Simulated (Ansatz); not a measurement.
# TeH₂ with PH₃: superposition error and deformation

An exercise on one series of results from a longer session: the logs are not shown, and one member is left open.

Computed with Ansatz 0.2.0, Gaussian basis. Level: PBE0-D4 structures, single points in def2-TZVPPD.

Levels: PBE-D4, revPBE-D4, BLYP-D4, r2SCAN-D4, B97M-V, PBE0-D4, B3LYP-D4, HSE06-D4, wB97X-V, wB97M-V, B2PLYP, Hartree-Fock, MP2, CCSD, CCSD(T).

Correlated methods freeze the cores. Filled d shells of the heavier atoms are correlated. Core potentials replace the inner electrons past krypton, and spin-orbit coupling is left out. B3LYP uses VWN-RPA correlation. B2PLYP carries no dispersion term here.

129 further runs of the same task are left out: 129 set aside as unsound or not needed.

### The system as given

The relaxed pair: 7 atoms, charge 0, spin multiplicity 1.

Atoms are counted from 1 here; the program's logs count them from 0.

Bond lengths: Te1–H2 1.653 Å, Te1–H3 1.663 Å, P4–H5 1.419 Å, P4–H6 1.419 Å, P4–H7 1.418 Å. Angles: H2–Te1–H3 90.4°, H5–P4–H6 93.9°, H5–P4–H7 93.8°, H6–P4–H7 93.8°.

As a file:

| atom | x (Å) | y (Å) | z (Å) |
| --- | --- | --- | --- |
| Te1 | -0.13944 | 0.95476 | -2.02189 |
| H2 | -0.18360 | -0.68976 | -2.18391 |
| H3 | -0.28272 | 1.13254 | -3.66937 |
| P4 | 0.11512 | -0.31493 | 1.39922 |
| H5 | 1.18838 | -0.96965 | 2.05617 |
| H6 | -0.88007 | -0.94527 | 2.18954 |
| H7 | 0.18233 | 0.83221 | 2.23023 |

Atoms 1 to 3 are fragment A (TeH₂), the rest fragment B (PH₃). From earlier runs, pair energy (eV) and counterpoise interaction (kcal/mol):

| method | E(pair) | interaction |
| --- | --- | --- |
| PBE-D4 | -16658.52803 | -2.64 |
| revPBE-D4 | -16663.09772 | -2.26 |
| BLYP-D4 | -16661.78343 | -2.23 |
| r2SCAN-D4 | -16665.27995 | -1.70 |
| B97M-V | -16660.68220 | -1.95 |
| PBE0-D4 | -16659.95191 | -2.38 |
| B3LYP-D4 | -16666.73235 | -2.21 |
| HSE06-D4 | -16659.68354 | -2.40 |
| wB97X-V | -16661.36460 | -1.80 |
| wB97M-V | -16661.31227 | -1.78 |
| B2PLYP | -16654.90196 | -0.76 |
| MP2 | -16634.09711 | -1.65 |
| CCSD(T) | -16635.02149 | -1.18 |

First each fragment is run alone in its own basis, frozen in the shape it has in the pair (a, b).

The first run:

a/in.yaml

```yaml
crystal:
  periodic: [false, false, false]
  atoms:
    - {symbol: Te, position_ang: [-0.139441, 0.954764, -2.021889]}
    - {symbol: H, position_ang: [-0.183602, -0.689757, -2.183905]}
    - {symbol: H, position_ang: [-0.282717, 1.132535, -3.669374]}
basis:
  gaussian: {orbitals: "def2-TZVPPD.json"}
hamiltonian: {xc: pbe, dispersion: d4}
```

b/in.yaml

```yaml
crystal:
  periodic: [false, false, false]
  atoms:
    - {symbol: P, position_ang: [0.115120, -0.314932, 1.399218]}
    - {symbol: H, position_ang: [1.188383, -0.969653, 2.056174]}
    - {symbol: H, position_ang: [-0.880068, -0.945266, 2.189543]}
    - {symbol: H, position_ang: [0.182327, 0.832207, 2.230235]}
basis:
  gaussian: {orbitals: "def2-TZVPPD.json"}
hamiltonian: {xc: pbe, dispersion: d4}
```

The basis file named in the input lies beside it (Basis Set Exchange, JSON).

The same command starts each run, in its folder.

Launch:

```sh
$ ansatz run in.yaml --threads 2 --pin off --events-out ev --progress --plain --max-ram 5222MiB
```

Among the steps run: PBE-D4/def2-TZVPPD; r2SCAN-D4/def2-TZVPPD; PBE0-D4/def2-TZVPPD; B3LYP-D4/def2-TZVPPD; wB97X-V/def2-TZVPPD; wB97M-V/def2-TZVPPD; B2PLYP/def2-TZVPPD; BLYP-D4/def2-TZVPPD; revPBE-D4/def2-TZVPPD; B97M-V/def2-TZVPPD; HSE06-D4/def2-TZVPPD; CCSD(T)/def2-TZVPPD; Relaxing TeH₂ alone; Relaxing PH₃ alone.

One table of the session follows, with a row left open; its other results are not shown here.

| method | interaction with counterpoise (kcal/mol) |
| --- | --- |
| PBE-D4 | -2.64 |
| revPBE-D4 | -2.26 |
| BLYP-D4 | -2.23 |
| r2SCAN-D4 | -1.70 |
| B97M-V | -1.95 |
| PBE0-D4 | -2.38 |
| B3LYP-D4 | -2.21 |
| HSE06-D4 | -2.40 |
| wB97X-V | -1.80 |
| wB97M-V | -1.78 |
| B2PLYP | -0.76 |
| Hartree-Fock | ? |
| MP2 | -1.65 |
| CCSD | -0.83 |
| CCSD(T) | -1.18 |

Estimate the missing values for Hartree-Fock.

**Answer.** interaction with counterpoise (kcal/mol): 0.82. In the column «interaction with counterpoise (kcal/mol)» it is the highest.
